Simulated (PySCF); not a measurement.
# H5NO2Si: the cost of one run

Computed with PySCF 2.14.0, with density-fitted response routines of our own, on a single molecule in the gas phase. Atoms count from 0, in the outputs and in this text.

## Step 1: Starting geometry

9 atoms, charge 0, multiplicity 1; geometry from: GFN2-xTB. The atoms were then displaced at random by about 0.01 Å, so the start is not that level's minimum.

Bonds of the start (Å): N0–Si1 1.75, Si1–O2 1.64, Si1–O3 1.60, N0–H4 1.01, N0–H5 0.97, Si1–H6 1.46, O2–H7 0.97, O3–H8 0.94.

## Step 2: Geometry optimisation at PBE0-D3(BJ)/def2-SVP

The job: settings as JSON, then the geometry in Å.

```
{"job": {"xc": "PBE0", "basis": "def2-SVP", "d3": "d3bj", "grid": 1, "shake": 0.01, "kind": "geom"}, "charge": 0, "multiplicity": 1}
N      1.307580     0.060650    -0.309140
Si    -0.300110    -0.142350     0.350160
O     -1.225490     1.137020    -0.097890
O     -0.926530    -1.471570    -0.271520
H      1.802890     0.909730    -0.089410
H      1.903470    -0.701500    -0.300460
H     -0.361830    -0.377260     1.787090
H     -0.877280     2.031280     0.049780
H     -1.264890    -1.463170    -1.152340
```

Launch:

```console
> OMP_NUM_THREADS=1 python probes_run.py task.json out
```

One launch serves the whole session: the jobs run in the order shown.

Q: Estimate the wall time and peak memory of this first job on 1 thread of Arm Neoverse V1, shared host.

About 31 s, with a peak of 0.37 GiB.
